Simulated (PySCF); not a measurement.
# FLuO (Lu(O)(F)): the cost of one run

Program: PySCF 2.14.0. Level of theory: PBE0, Lu def2-SVP with ECP28, O def2-SVP, F def2-SVP; scalar-relativistic core potentials, no spin–orbit coupling. These are calculated values, not measurements.

1 further run of the same task is left out (for a known fault of the program).

## Step 1: The system as given

3 atoms, charge 0, spin multiplicity 1.

Bond lengths: Lu1–O2 1.792 Å, Lu1–F3 1.953 Å. Angles: O2–Lu1–F3 110.7°.

Coordinates:

```xyz
3
FLuO
Lu    0.01160    0.00000   -0.32241
O     1.48028    0.00000    0.70495
F    -1.60166    0.00000    0.77884
```

Formal oxidation states: Lu +3. An earlier session relaxed this geometry at PBE0, Lu def2-SVP with ECP28, O def2-SVP, F def2-SVP (singlet, point group Cs).

Its energy there is -1410.941198 Eh.

## Step 2: One electron removed, multiplicity 2

Input file run.py (the lines that set the calculation):

```python
mol = gto.M(atom='''
Lu     0.01160     0.00000    -0.32241
O      1.48028     0.00000     0.70495
F     -1.60166     0.00000     0.77884''',
    basis={'Lu': 'def2-SVP', 'O': 'def2-SVP', 'F': 'def2-SVP'},
    ecp={'Lu': 'def2-SVP'},
    charge=1, spin=1)
mf = dft.UKS(mol, xc='PBE0')
mf.grids.atom_grid = (50, 194)  # f atoms: unpruned, at least (60, 302)
mf = mf.density_fit()  # fitting sets: Lu def2-universal-JKFIT, O def2-universal-JKFIT, F def2-universal-JKFIT
mf.conv_tol = 1e-08; mf.max_cycle = 55
mf.kernel(dm0)  # dm0: the density of the relaxed state
```

Launch:

```bash
$ OMP_NUM_THREADS=2 python run.py
```

**Question.** How long does this run take on 2 threads of Intel Xeon 6975P-C (Granite Rapids), shared host?

About 2.3 s.
